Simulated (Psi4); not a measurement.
# UMP3/def2-SVPD (core potential) run of CH2NSn (SMILES N#[C][SnH2])

Aim: the vertical electron affinity of CH2NSn at UMP3/def2-SVPD (core potential), from 2 runs. 

The results are computed with Psi4 1.11.

4 further runs of the same task are left out: 2 that didn't finish, 2 set aside as unsound or not needed.

**1. The structure to begin with**

CH2NSn has 5 atoms, charge 0, and is taken as a doublet. As SMILES, `N#[C][SnH2]`. The shape is that of a PBE0-D4/def2-TZVP optimisation.

Bond lengths: N1–C2 1.154 Å, C2–Sn3 2.115 Å, Sn3–H4 1.710 Å, Sn3–H5 1.710 Å. Angles: N1–C2–Sn3 175.8°, C2–Sn3–H4 105.7°, C2–Sn3–H5 105.7°, H4–Sn3–H5 113.6°.

**2. A single-point energy at UMP3/def2-SVPD (core potential)**

calc.py

```python
import psi4

psi4.set_memory('1600 MB')
psi4.set_num_threads(1)
psi4.set_output_file('psi4.out', False)

mol = psi4.geometry("""
0 2
N      0.833800    -1.535700     1.665600
C      0.506000    -0.851500     0.796000
Sn     0.009600     0.331100    -0.886300
H     -1.648500     0.038200    -1.184000
H      0.349000     1.944400    -0.432600
symmetry c1
no_reorient
no_com
""")

psi4.set_options({
    'reference': 'uhf',
    'puream': True,
    'e_convergence': 1e-09,
    'd_convergence': 1e-08,
    'scf_type': 'pk',
    'num_frozen_docc': 6,
    'maxiter': 200,
    'mp_type': 'conv',
})

e = psi4.energy('mp3/def2-SVPD')
print(f'mp3/def2-SVPD energy: {e:.10f} Eh')
for k, v in sorted(psi4.core.scalar_variables().items()):
    print(f'{k:45s} {v:18.10f}')
```

On the command line:

```bash
python calc.py
```

psi4.out, shortened:

```text
[...]
    !!!  WARNING: ECP capability is in beta. Please check occupations closely.  !!!
[...]
  Running in c1 symmetry.
[...]
  Nuclear repulsion =   94.907877767547262
[...]
  Multiplicity = 2
[...]
  Nalpha       = 19
  Nbeta        = 18
[...]
    Number of basis functions: 88
[...]
   @UHF iter   1:  -306.65071268354495   -1.96536e+00   3.38343e-03 ADIIS/DIIS
[...]
   @UHF iter  21:  -306.70920281717770   -1.93268e-12   7.78115e-09 DIIS
[...]
   @S^2 Observed:                7.718003226E-01
[...]
    Orbital Energies [Eh]
    ---------------------
    Alpha Occupied:
       1A    -15.581286     2A    -11.257236     3A     -5.912184
       4A     -4.103478     5A     -4.099766     6A     -4.096479
       7A     -1.371776     8A     -1.366766     9A     -1.366555
      10A     -1.361948    11A     -1.361947    12A     -1.206675
      13A     -0.750160    14A     -0.597129    15A     -0.524162
      16A     -0.504469    17A     -0.489597    18A     -0.467644
      19A     -0.354919
    Alpha Virtual:
      20A      0.052104    21A      0.068458    22A      0.082342
      23A      0.103843    24A      0.126391    25A      0.129494
[...]
  @UHF Final Energy:  -306.70920281717770
   => Energetics <=
    Nuclear Repulsion Energy =             94.9078777675472622
    One-Electron Energy =                -690.1967285205093958
    Two-Electron Energy =                 288.5796479357844646
    Total Energy =                       -306.7092028171776974
  UHF NO Occupations:
  HONO-2 :   17  A 1.9980960
  HONO-1 :   18  A 1.9929701
[...]
 Multipole Moments:
 ------------------------------------------------------------------------------------
     Multipole            Electronic (a.u.)      Nuclear  (a.u.)        Total (a.u.)
 ------------------------------------------------------------------------------------
 L = 1.  Multiply by 2.5417464519 to convert [e a0] to [Debye]
 Dipole X            :        -15.0938051           14.7101951           -0.3836100
 Dipole Y            :         13.4298909          -12.4572636            0.9726273
 Dipole Z            :          7.3917074           -8.8439183           -1.4522109
 Magnitude           :                                                    1.7894348
[...]
	SCS-MP2 Total Energy (a.u.)        :  -307.09178989282117
	SOS-MP2 Total Energy (a.u.)        :  -307.08766373304002
[...]
	SOS-PI-MP2 Total Energy (a.u.)     :  -307.11677611118324
[...]
	MP2 Total Energy (a.u.)            :  -307.10004221238353
[...]
	SCS-MP3 Total Energy (a.u.)        :  -307.09469711139309
[...]
	MP3 Total Energy (a.u.)            :  -307.11167108667132
[...]
```

Wall time 14 s (1 thread of Intel Xeon 6975P-C (Granite Rapids), shared host); peak memory 0.6 GiB.

**3. The singlet anion**

input.json

```json
{
  "schema_name": "qcschema_input",
  "schema_version": 1,
  "molecule": {
    "schema_name": "qcschema_molecule",
    "schema_version": 2,
    "symbols": ["N", "C", "Sn", "H", "H"],
    "geometry": [1.57565364, -2.90205241, 3.14752783, 0.95620142, -1.6091018, 1.504222, 0.01814137, 0.62568832, -1.67486426, -3.11521352, 0.07218754, -2.23743573, 0.65951442, 3.67438348, -0.81749552],
    "molecular_charge": -1,
    "molecular_multiplicity": 1,
    "fix_symmetry": "c1",
    "fix_com": true,
    "fix_orientation": true
  },
  "driver": "energy",
  "model": {
    "method": "mp3",
    "basis": "def2-SVPD"
  },
  "keywords": {
    "puream": true,
    "e_convergence": 1e-09,
    "d_convergence": 1e-08,
    "scf_type": "pk",
    "num_frozen_docc": 6,
    "mp_type": "conv"
  }
}
```

On the command line:

```bash
psi4 --qcschema input.json -n 1 --memory 1600MB
```

stdout, shortened:

```text
[...]
    !!!  WARNING: ECP capability is in beta. Please check occupations closely.  !!!
[...]
  Running in c1 symmetry.
[...]
  Nuclear repulsion =   94.907877874130975
[...]
  Multiplicity = 1
[...]
  Nalpha       = 19
  Nbeta        = 19
[...]
    Number of basis functions: 88
[...]
   @RHF iter   1:  -306.61964387998722   -1.93580e+00   4.72851e-03 DIIS/ADIIS
[...]
   @RHF iter  13:  -306.75004437262118   -2.56932e-11   7.47827e-09 DIIS
[...]
    Orbital Energies [Eh]
    ---------------------
    Doubly Occupied:
       1A    -15.389848     2A    -11.080696     3A     -5.654916
       4A     -3.846270     5A     -3.843297     6A     -3.839019
       7A     -1.118358     8A     -1.113218     9A     -1.105926
      10A     -1.104322    11A     -1.102312    12A     -1.022619
      13A     -0.527218    14A     -0.403441    15A     -0.323665
      16A     -0.309081    17A     -0.305285    18A     -0.260715
      19A     -0.070017
[...]
  @RHF Final Energy:  -306.75004437262118
   => Energetics <=
    Nuclear Repulsion Energy =             94.9078778741309748
    One-Electron Energy =                -698.4753993718840093
    Two-Electron Energy =                 296.8174771251318020
    Total Energy =                       -306.7500443726211756
[...]
 Multipole Moments:
 ------------------------------------------------------------------------------------
     Multipole            Electronic (a.u.)      Nuclear  (a.u.)        Total (a.u.)
 ------------------------------------------------------------------------------------
 L = 1.  Multiply by 2.5417464519 to convert [e a0] to [Debye]
 Dipole X            :        -15.5197655           14.7101950           -0.8095705
 Dipole Y            :         13.2009679          -12.4572636            0.7437043
 Dipole Z            :          9.1431128           -8.8439182            0.2991947
 Magnitude           :                                                    1.1393059
[...]
	SCS-MP2 Total Energy (a.u.)        :  -307.15856135344956
	SOS-MP2 Total Energy (a.u.)        :  -307.15414139481953
[...]
	SOS-PI-MP2 Total Energy (a.u.)     :  -307.18522578114249
[...]
	MP2 Total Energy (a.u.)            :  -307.16740127070949
[...]
	SCS-MP3 Total Energy (a.u.)        :  -307.16189979030253
[...]
	MP3 Total Energy (a.u.)            :  -307.18075501812132
[...]
```

The result, in JSON:

```text
{
 "driver": "energy",
 "model": {
  "method": "mp3",
  "basis": "def2-SVPD"
 },
 "success": true,
 "return_result": -307.1807550181213,
 "properties": {
  "calcinfo_nbasis": 88,
  "calcinfo_nmo": 88,
  "calcinfo_nalpha": 19,
  "calcinfo_nbeta": 19,
  "calcinfo_natom": 5,
  "nuclear_repulsion_energy": 94.90787787413097,
  "return_energy": -307.1807550181213,
  "scf_one_electron_energy": -698.475399371884,
  "scf_two_electron_energy": 296.8174771251318,
  "scf_dipole_moment": [-0.809570502941865, 0.7437043026260621, 0.29919465889376795],
  "scf_total_energy": -306.7500443726212,
  "scf_iterations": 13,
  "mp2_same_spin_correlation_energy": -0.10651303485879386,
  "mp2_opposite_spin_correlation_energy": -0.3108438632295053,
  "mp2_singles_energy": 0.0,
  "mp2_doubles_energy": -0.4173568980882991,
  "mp2_correlation_energy": -0.41735689808831467,
  "mp2_total_energy": -307.1674012707095
 }
}
```

Wall time 7.8 s (1 thread of Intel Xeon 6975P-C (Granite Rapids), shared host); peak memory 0.55 GiB.

**4. Results**

At UMP3/def2-SVPD (core potential), 6 core orbitals frozen:

```
                                                                  quantity          value
                                              doublet CH2NSn: total energy  -307.11167 Eh
doublet CH2NSn: HOMO energy (Hartree–Fock orbitals) (highest over α and β)       -9.66 eV
 doublet CH2NSn: LUMO energy (Hartree–Fock orbitals) (lowest over α and β)       -0.44 eV
               doublet CH2NSn: correlation energy (6 core orbitals frozen)     -402.5 mEh
                         doublet CH2NSn: ⟨S²⟩ of the reference determinant          0.772
                                               singlet anion: total energy  -307.18076 Eh
                        singlet anion: HOMO energy (Hartree–Fock orbitals)       -1.91 eV
                        singlet anion: LUMO energy (Hartree–Fock orbitals)        5.55 eV
      singlet anion: HOMO–LUMO gap (to an unbound level, set by the basis)        7.45 eV
                singlet anion: correlation energy (6 core orbitals frozen)     -430.7 mEh
                         vertical electron affinity (to the singlet anion)       1.880 eV
```

In words: At fixed nuclei the extra electron is bound by 1.88 eV (43 kcal/mol).
